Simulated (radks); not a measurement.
# Tb⁺ with its nuclear charge varied continuously

What is the energy between the elements? 64 electrons are held in [Xe] 4f9 6s1 while Z is changed in small steps.

The numbers are computed with radks (a radial shooting solver on a logarithmic mesh, Libxc functionals) version 1 (Dirac Kohn-Sham, BLYP, spin-unpolarised, spherical densities, finite nucleus; open shells fill j = l - 1/2 first), except any that are marked as measured or tabulated.

### Step 1. The system

| Property | Result |
| --- | --- |
| element | terbium (Z = 65) |
| charge | +1 |
| electrons | 64 |
| configuration | [Xe] 4f9 6s1 |
| nuclear rms radius | 5.06 fm |

### Step 2. Z = 65

The run's settings:

```text
Z 65
configuration [Xe] 4f9 6s1
relativity Dirac
functional b88,lyp
spin unpolarised
j_filling energy
nucleus finite rms 5.06 fm
c 137.035999084
```

### Step 3. Z = 64.5

Changes since step 2:

```diff
@@ -1,2 +1,2 @@
-Z 65
+Z 64.5
 configuration [Xe] 4f9 6s1
```

### Step 4. Z = 65.5

Changes since step 3:

```diff
@@ -1,2 +1,2 @@
-Z 64.5
+Z 65.5
 configuration [Xe] 4f9 6s1
```

### Step 5. Z = 66

Changes since step 4:

```diff
@@ -1,2 +1,2 @@
-Z 65.5
+Z 66
 configuration [Xe] 4f9 6s1
```

**Question.** What will these runs give? Wanted: for each run, Z; E; E(electron-nucleus)/Z; highest level; its energy; <r>.

The runs gave:

```csv
Z,E (hartree),E(electron-nucleus)/Z (hartree),highest level,its energy (eV),<r> (bohr)
64.5,-11498.1072,-438.465,4f7/2,-2.340,1.011
65,-11718.6151,-443.562,4f7/2,-8.714,0.9172
65.5,-11941.6678,-448.648,6s1/2,-12.535,3.464
66,-12167.2635,-453.736,6s1/2,-16.671,3.238
```

What this shows: At Z = 65 the central difference of E is -443.561 hartree, against -443.562 from the Hellmann-Feynman theorem. The top level goes from -2.340 eV at Z = 64.5 to -16.671 eV at Z = 66. Between Z = 65 and 65.5 the top level changes from 4f7/2 to 6s1/2, so the curve of the top level has a kink there, while E(Z) stays smooth.
